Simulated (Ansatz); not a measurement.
# C₂H₁₁InOSi: basis-set convergence

The task here is to estimate one member of a computed series from the others.

Computed with Ansatz 0.2.0, Gaussian basis. Level: one geometry, several basis sets.

The runs, in order: PBE0-D4/def2-SVP; ωB97M-V/def2-SVP; PBE0-D4/def2-QZVPP; ωB97M-V/def2-QZVPP; the functionals' def2-TZVPP values are taken from earlier runs.

**The relaxed structure**

The geometry comes from an earlier relaxation with PBE0-D4 in a triple-zeta def2 set; it is a stationary point, not always the lowest conformer. In takes the def2 core potential; no spin-orbit term is included.

SMILES `[CH3][InH-]([CH3])[OH+][SiH3]`, 16 atoms, charge 0, spin multiplicity 1.

Atoms are counted from 1 here; the program's logs count them from 0.

Bond lengths: C1–In2 2.161 Å, C1–H6 1.092 Å, C1–H7 1.093 Å, C1–H8 1.091 Å, In2–C3 2.168 Å, In2–O4 2.478 Å, In2–H9 1.746 Å, C3–H10 1.093 Å, C3–H11 1.092 Å, C3–H12 1.092 Å, O4–Si5 1.671 Å, O4–H13 0.960 Å, Si5–H14 1.483 Å, Si5–H15 1.477 Å, Si5–H16 1.484 Å. Angles: In2–C1–H6 110.8°, In2–C1–H7 110.4°, In2–C1–H8 110.8°, H6–C1–H7 107.9°, H6–C1–H8 108.9°, H7–C1–H8 107.9°, C1–In2–C3 119.9°, C1–In2–O4 97.6°, C1–In2–H9 120.0°, C3–In2–O4 94.2°, C3–In2–H9 118.9°, O4–In2–H9 89.0°, In2–C3–H10 110.0°, In2–C3–H11 111.4°, In2–C3–H12 111.2°, H10–C3–H11 107.6°, H10–C3–H12 107.5°, H11–C3–H12 108.9° and more.

Set-up of the first run:

in.yaml

```yaml
crystal:
  periodic: [false, false, false]
  atoms:
    - {symbol: C, position_ang: [-0.395740, 2.308162, -0.943507]}
    - {symbol: In, position_ang: [0.923395, 1.009677, 0.172616]}
    - {symbol: C, position_ang: [1.823340, -0.709274, -0.795555]}
    - {symbol: O, position_ang: [-0.822849, -0.320371, 1.321365]}
    - {symbol: Si, position_ang: [-1.482068, -1.758141, 0.782364]}
    - {symbol: H, position_ang: [-0.953370, 1.743365, -1.693064]}
    - {symbol: H, position_ang: [0.178081, 3.079956, -1.462455]}
    - {symbol: H, position_ang: [-1.103254, 2.806017, -0.278314]}
    - {symbol: H, position_ang: [1.526958, 1.510244, 1.733007]}
    - {symbol: H, position_ang: [2.766377, -0.421301, -1.267037]}
    - {symbol: H, position_ang: [1.174066, -1.113770, -1.574970]}
    - {symbol: H, position_ang: [2.044068, -1.498574, -0.073786]}
    - {symbol: H, position_ang: [-0.689366, -0.206057, 2.265386]}
    - {symbol: H, position_ang: [-0.576197, -2.893318, 1.083563]}
    - {symbol: H, position_ang: [-1.646804, -1.579073, -0.674518]}
    - {symbol: H, position_ang: [-2.789436, -1.980142, 1.449305]}
basis:
  gaussian: {orbitals: def2-SVP}
hamiltonian: {xc: pbe0, dispersion: d4}
output: {orbitals: {seedname: orbitals}}
```

The run is started by

```
$ ansatz run in.yaml --threads 4 --pin off --events-out ev --progress --plain --max-ram 11315MiB
```

Steps of the session up to this table: PBE0-D4 in def2-SVP; ωB97M-V in def2-SVP; PBE0-D4 in def2-QZVPP; ωB97M-V in def2-QZVPP.

One table of the session follows, with a row left open; its other results are not shown here.

It belongs to the step «Density functionals: the series». 

```
functional       basis  HOMO (eV)
   PBE0-D4    def2-SVP      -6.67
   PBE0-D4  def2-TZVPP          ?
   PBE0-D4  def2-QZVPP      -6.76
   ωB97M-V    def2-SVP      -8.85
   ωB97M-V  def2-TZVPP      -8.94
   ωB97M-V  def2-QZVPP      -8.95
```

**Question.** Estimate the row for PBE0-D4, def2-TZVPP.

The run gave: HOMO (eV): -6.75. In the column «HOMO (eV)» it lies between PBE0-D4, def2-QZVPP (-6.76) and PBE0-D4, def2-SVP (-6.67).
